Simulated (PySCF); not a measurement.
# C21H30F4O: electronic excitations

Aim: compute the electronic excitations of C21H30F4O (`CCCCCCC[C@H]1CC[C@H](COc2ccc(C(F)(F)F)c(F)c2)CC1`).

Computed with PySCF 2.14.0 and routines of our own; the level stands in each step. Atoms count from 0.

### Step 1. The starting structure

56 atoms, charge 0, multiplicity 1; geometry from: GFN2-xTB.

### Step 2. Electronic excitations: TDA wB97X-D/6-31G*

What the job is given:

```
{"job": {"kind": "uv", "basis": "6-31G*", "grid": 1, "kgrid": 0, "vcut": 1.5, "nstates": 5, "ntriplets": 2, "tda": true, "delta": ["ip_vertical"], "pop": false, "xc": "wB97X-D"}, "charge": 0, "multiplicity": 1}
C     -8.934810    -0.068409    -0.922071
C     -7.412878    -0.002958    -0.870456
C     -6.875136    -0.448353     0.488033
C     -5.361359    -0.279918     0.630018
C     -4.565393    -1.188404    -0.306261
C     -3.067219    -1.213103     0.005349
C     -2.388762     0.136590    -0.228133
C     -0.856821     0.082234    -0.179687
C     -0.274841     1.444015    -0.570038
C      1.249862     1.439784    -0.523946
C      1.734911     1.063834     0.875107
C      3.261086     1.104720     0.971622
O      3.812638     0.165255     0.062820
C      5.145371     0.040975    -0.013249
C      5.633284    -0.901738    -0.928326
C      6.984242    -1.105228    -1.081982
C      7.901020    -0.376285    -0.328119
C      9.380379    -0.580266    -0.476619
F      9.965485    -0.975440     0.666505
F      9.677359    -1.515887    -1.391930
F     10.020682     0.536458    -0.861486
C      7.409752     0.555766     0.577092
F      8.261944     1.275519     1.320624
C      6.056273     0.774753     0.744892
C      1.185725    -0.311264     1.250809
C     -0.339546    -0.309031     1.205530
H     -9.279575    -1.083589    -0.736975
H     -9.372228     0.582604    -0.168003
H     -9.298887     0.245041    -1.897883
H     -7.087837     1.021511    -1.066631
H     -7.002470    -0.639783    -1.655723
H     -7.139954    -1.495607     0.653924
H     -7.365157     0.142158     1.266782
H     -5.101741     0.763103     0.439808
H     -5.082034    -0.510840     1.661440
H     -4.954647    -2.205909    -0.217166
H     -4.708443    -0.867256    -1.339495
H     -2.928063    -1.523266     1.042694
H     -2.593027    -1.962480    -0.633721
H     -2.687790     0.509308    -1.211290
H     -2.739765     0.852764     0.517043
H     -0.509244    -0.663648    -0.903695
H     -0.651619     2.203139     0.120200
H     -0.608154     1.712763    -1.574417
H      1.630939     2.426935    -0.796721
H      1.640891     0.716407    -1.240900
H      1.356196     1.802803     1.590104
H      3.574510     0.855423     1.994337
H      3.621785     2.112008     0.723582
H      4.920778    -1.463397    -1.509120
H      7.344089    -1.835115    -1.789504
H      5.749696     1.513507     1.465668
H      1.524316    -0.584333     2.253230
H      1.574724    -1.050604     0.549015
H     -0.704193    -1.301178     1.472965
H     -0.720983     0.401553     1.942980
```

Level: TDA wB97X-D/6-31G*, vertical, gas phase, core orbitals frozen in the response, virtual orbitals cut by energy.

Launch:

```sh
$ OMP_NUM_THREADS=2 python large_run.py task.json out
```

One launch serves the whole session: the jobs run in the order shown.

The program printed:

```text
start: PBE on a coarse grid of 44177 points
cycle   1  E = -1291.0559972737  dE =  3.187e+00  |g| = 1.468e+00  |ddm| = 7.130e+00
cycle   2  E = -1290.1221970806  dE =  9.338e-01  |g| = 2.617e+00  |ddm| = 4.152e+00
cycle   3  E = -1291.4840682918  dE = -1.362e+00  |g| = 4.588e-01  |ddm| = 2.845e+00
cycle   4  E = -1291.5321774454  dE = -4.811e-02  |g| = 1.664e-01  |ddm| = 6.611e-01
cycle   5  E = -1291.5385376348  dE = -6.360e-03  |g| = 6.207e-02  |ddm| = 2.352e-01
cycle   6  E = -1291.5394350219  dE = -8.974e-04  |g| = 2.102e-02  |ddm| = 8.432e-02
cycle   7  E = -1291.5395397745  dE = -1.048e-04  |g| = 7.720e-03  |ddm| = 2.832e-02
final grid: 190020 points
cycle   8  E = -1292.4966215007  dE = -1.421e-02  |g| = 1.100e-01  |ddm| = 6.997e-01
cycle   9  E = -1292.4966066902  dE =  1.481e-05  |g| = 1.190e-01  |ddm| = 1.828e-01
cycle  10  E = -1292.4990324850  dE = -2.426e-03  |g| = 1.193e-02  |ddm| = 9.479e-02
cycle  11  E = -1292.4990639419  dE = -3.146e-05  |g| = 5.650e-03  |ddm| = 1.807e-02
cycle  12  E = -1292.4990738438  dE = -9.902e-06  |g| = 1.469e-03  |ddm| = 8.969e-03
cycle  13  E = -1292.4990744780  dE = -6.342e-07  |g| = 3.002e-04  |ddm| = 1.728e-03
cycle  14  E = -1292.4990765376  dE = -2.060e-06  |g| = 1.272e-04  |ddm| = 5.647e-04
cycle  15  E = -1292.4990735425  dE =  2.995e-06  |g| = 3.411e-05  |ddm| = 1.900e-04
converged SCF energy = -1292.4990735425
Vertical ionisation energy (delta-SCF) = 8.5411 eV   <S^2> = 0.778

Static polarisability (au): isotropic 218.107, principal 159.251 196.791 298.279

Singlet excitations
state   eV       nm        f      main configurations
  1   5.4932    225.7   0.01836   H->L+1 0.44, H-1->L 0.26, H->L 0.19
  2   6.2773    197.5   0.26888   H->L 0.58, H->L+1 0.20, H-1->L+1 0.12
  3   7.5030    165.2   0.42144   H-1->L 0.57, H->L+1 0.31
  4   7.6905    161.2   1.31876   H-1->L+1 0.70, H->L 0.17
  5   8.2864    149.6   0.00000   H->L+3 0.28, H-15->L 0.17, H-18->L 0.10

Triplet excitations (Tamm-Dancoff, eV): 4.1256 4.5883
```

It took 4.4 min on 2 threads of Arm Neoverse N1, shared host; peak memory 1.6 GiB.

The orbitals next to the gap, with their largest atomic shares:

| orbital | eV | atoms |
| --- | --- | --- |
| HOMO−4 | -10.49 | C4 16 %, C3 15 %, C2 10 % |
| HOMO−3 | -10.11 | C7 14 %, C25 14 %, C10 9 % |
| HOMO−2 | -9.94 | C7 14 %, C8 13 %, C6 11 % |
| HOMO−1 | -9.33 | C23 37 %, C15 23 %, C21 14 % |
| HOMO | -8.50 | C16 24 %, C14 22 %, O12 20 % |
| LUMO | 1.45 | C13 26 %, C16 22 %, C15 20 % |
| LUMO+1 | 1.60 | C21 29 %, C14 27 %, C15 17 % |
| LUMO+2 | 4.29 | H46 13 %, C11 10 %, C10 9 % |
| LUMO+3 | 4.43 | H51 15 %, C21 12 %, C23 9 % |

With each of the 5 states as a Gaussian band of 0.4 eV half-width at 1/e, the curve within the window shown has maxima at 197 nm (ε 11,000), 162 nm (ε 68,000) L/(mol cm). Beyond the last state computed it falls off for lack of states. The curve at chosen wavelengths:

```json
{"nm": "144", "ε (L/mol/cm)": "365"}
{"nm": "148", "ε (L/mol/cm)": "3564"}
{"nm": "153", "ε (L/mol/cm)": "22515"}
{"nm": "157", "ε (L/mol/cm)": "50054"}
{"nm": "161", "ε (L/mol/cm)": "67340"}
{"nm": "166", "ε (L/mol/cm)": "54108"}
{"nm": "170", "ε (L/mol/cm)": "30664"}
{"nm": "174", "ε (L/mol/cm)": "13090"}
{"nm": "179", "ε (L/mol/cm)": "3995"}
{"nm": "183", "ε (L/mol/cm)": "3314"}
{"nm": "187", "ε (L/mol/cm)": "5476"}
{"nm": "192", "ε (L/mol/cm)": "9168"}
{"nm": "196", "ε (L/mol/cm)": "10815"}
{"nm": "200", "ε (L/mol/cm)": "10383"}
{"nm": "204", "ε (L/mol/cm)": "8329"}
{"nm": "209", "ε (L/mol/cm)": "5162"}
{"nm": "213", "ε (L/mol/cm)": "3179"}
{"nm": "217", "ε (L/mol/cm)": "1952"}
{"nm": "222", "ε (L/mol/cm)": "1212"}
{"nm": "226", "ε (L/mol/cm)": "940"}
{"nm": "230", "ε (L/mol/cm)": "760"}
{"nm": "235", "ε (L/mol/cm)": "558"}
{"nm": "239", "ε (L/mol/cm)": "407"}
{"nm": "243", "ε (L/mol/cm)": "276"}
{"nm": "248", "ε (L/mol/cm)": "154"}
{"nm": "252", "ε (L/mol/cm)": "90"}
```

Ground-state properties from the same run:

| property | computed |
| --- | --- |
| dipole moment (D) | 4.73 |
| polarisability (Å³) | 32.32 |
| HOMO–LUMO gap (eV) | 9.94 |
| −ε(HOMO) (eV) | 8.50 |

### Step 3. Electronic excitations: TDDFT PBE/6-31G*

Settings changed since step 2:

```diff
@@ -1,2 +1,2 @@
-{"job": {"kind": "uv", "basis": "6-31G*", "grid": 1, "kgrid": 0, "vcut": 1.5, "nstates": 5, "ntriplets": 2, "tda": true, "delta": ["ip_vertical"], "pop": false, "xc": "wB97X-D"}, "charge": 0, "multiplicity": 1}
+{"job": {"kind": "uv", "basis": "6-31G*", "grid": 1, "kgrid": 0, "vcut": null, "nstates": 5, "ntriplets": 2, "tda": false, "delta": ["ip_vertical"], "pop": false, "xc": "PBE"}, "charge": 0, "multiplicity": 1}
 C     -8.934810    -0.068409    -0.922071
```

With the program's defaults for keys left out, this is: TDDFT PBE/6-31G*, vertical, gas phase, core orbitals frozen in the response.

The program printed:

```text
start: PBE on a coarse grid of 44177 points
cycle   1  E = -1291.0559972737  dE =  3.187e+00  |g| = 1.468e+00  |ddm| = 7.130e+00
cycle   2  E = -1290.1221970806  dE =  9.338e-01  |g| = 2.617e+00  |ddm| = 4.152e+00
cycle   3  E = -1291.4840682918  dE = -1.362e+00  |g| = 4.588e-01  |ddm| = 2.845e+00
cycle   4  E = -1291.5321774454  dE = -4.811e-02  |g| = 1.664e-01  |ddm| = 6.611e-01
cycle   5  E = -1291.5385376348  dE = -6.360e-03  |g| = 6.207e-02  |ddm| = 2.352e-01
cycle   6  E = -1291.5394350219  dE = -8.974e-04  |g| = 2.102e-02  |ddm| = 8.432e-02
cycle   7  E = -1291.5395397745  dE = -1.048e-04  |g| = 7.720e-03  |ddm| = 2.832e-02
final grid: 190020 points
cycle   8  E = -1291.3246068179  dE = -1.034e-04  |g| = 3.822e-02  |ddm| = 1.041e-01
cycle   9  E = -1291.3236791763  dE =  9.276e-04  |g| = 7.560e-02  |ddm| = 1.122e-01
cycle  10  E = -1291.3249271901  dE = -1.248e-03  |g| = 1.023e-02  |ddm| = 7.862e-02
cycle  11  E = -1291.3249499600  dE = -2.277e-05  |g| = 1.681e-03  |ddm| = 1.245e-02
cycle  12  E = -1291.3249511084  dE = -1.148e-06  |g| = 7.914e-04  |ddm| = 2.784e-03
cycle  13  E = -1291.3249529809  dE = -1.873e-06  |g| = 1.980e-04  |ddm| = 1.055e-03
cycle  14  E = -1291.3249510647  dE =  1.916e-06  |g| = 8.145e-05  |ddm| = 2.783e-04
converged SCF energy = -1291.3249510647

Static polarisability (au): isotropic 230.962, principal 164.134 202.156 326.596

Singlet excitations
state   eV       nm        f      main configurations
  1   4.9299    251.5   0.01905   H->L+1 0.44, H->L 0.29, H-1->L 0.13
  2   5.4966    225.6   0.29118   H->L 0.53, H->L+1 0.33
  3   5.6754    218.5   0.00032   H-2->L 1.00
  4   5.7739    214.7   0.00230   H-2->L+1 1.00
  5   5.8236    212.9   0.00037   H-3->L 0.99

Triplet excitations (Tamm-Dancoff, eV): 3.9964 4.2230
```

It took 57 s on 2 threads of Arm Neoverse N1, shared host; peak memory 1.4 GiB.

Warnings kept with the result: ip_vertical: open-shell SCF did not converge.

### Step 4. Summary of results

| quantity | value |
| --- | --- |
| lowest singlet (wB97X-D/6-31G*) | 5.49 eV (226 nm), f = 0.018 |
| brightest single state of those computed | state 4, 7.69 eV, f = 1.319 |
| lowest triplet | 4.13 eV |
| vertical ionisation energy (ΔSCF) | 8.54 eV |

What this shows: The lowest singlet, at 5.49 eV, is HOMO→LUMO+1 0.44, HOMO−1→LUMO 0.26 and is weak; of the 5 states computed, the strongest absorption comes from state 4 at 7.69 eV. The lowest triplet lies 1.37 eV below the lowest singlet. The basis of wB97X-D/6-31G* has no diffuse functions, so Rydberg states are missing and the high states are unreliable. At wB97X-D/6-31G*, the highest states lie near or above the ionisation energy, where they hang on the basis. ΔSCF puts the ionisation energy at 8.54 eV, 0.04 eV above −ε(HOMO).
